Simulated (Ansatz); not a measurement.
CH₅N₃, SMILES N=C(N)N, an atomisation energy

Run with the Python package of Ansatz (0.2.0).

Script `tae_ch5n3.py`:
```python
# -*- coding: utf-8 -*-
"""Atomisation energy of CH5N3 at the given geometry."""

from collections import Counter

import ansatz as az
from ase import Atoms

params = {
    "basis": "def2-TZVP",
    "xc": "cam_b3lyp",
}


def energy(molecule, charge=0, unpaired=0):
    calc = (
        molecule.calculation()
        .basis(gaussian=params["basis"])
        .functional(params["xc"])
    )
    if charge:
        calc = calc.charge(charge)
    if unpaired:
        calc = calc.spin("collinear", total=unpaired)
    report = calc.run().report
    if report["published_state_doubts"]:
        print("  doubts:", report["published_state_doubts"])
    return report["free_energy_ev"]

atoms = Atoms(["N", "C", "N", "N", "H", "H", "H", "H", "H"], positions=[
    (-0.6741, 1.2475, -0.2626),
    (-0.06, 0.2229, -0.0506),
    (1.2504, 0.2064, -0.1381),
    (-0.501, -0.9581, 0.2687),
    (-1.7198, 1.0919, -0.207),
    (1.6129, 1.0999, -0.5139),
    (1.656, -0.5698, -0.6697),
    (0.0519, -1.4648, 0.9131),
    (-1.5279, -0.9223, 0.6429),
])
molecule = az.Crystal.molecule_from_ase(atoms)

# unpaired electrons of the ground-state atoms
unpaired = {"N": 3, "C": 2, "H": 1}
counts = Counter(site.symbol for site in molecule.cartesian_sites)
atom_energy = {s: energy(az.Crystal.molecule().atom(s, (0, 0, 0)), 0, unpaired[s]) for s in counts}
whole = energy(molecule, 0, 0)
for s, e in atom_energy.items():
    print(f"{s:2s} x{counts[s]}  {e:14.5f} eV")
print(f"CH5N3: {whole:.5f} eV")
split = sum(counts[s] * e for s, e in atom_energy.items()) - whole
print(f"atomisation energy (no zero-point term): {23.060548 * split:.1f} kcal/mol, {split / sum(counts.values()):.3f} eV an atom")
```

```console
$ python tae_ch5n3.py
N  x3     -1485.26905 eV
C  x1     -1029.59771 eV
H  x5       -13.57334 eV
CH5N3: -5587.54326 eV
atomisation energy (no zero-point term): 790.3 kcal/mol, 3.808 eV an atom
```

790.3 kcal/mol from the electronic energies, without the zero-point term.

These settings explore the input space; basis and method may be short of convergence. The geometry is a force-field or estimated start, not a minimum of this method, and the basis set is short of its limit. All parts are taken at fixed geometry, without zero-point energy. Hardware and time: 5 s on 1 thread of Arm Neoverse V1, on a shared host, peak memory 0.36 GiB.
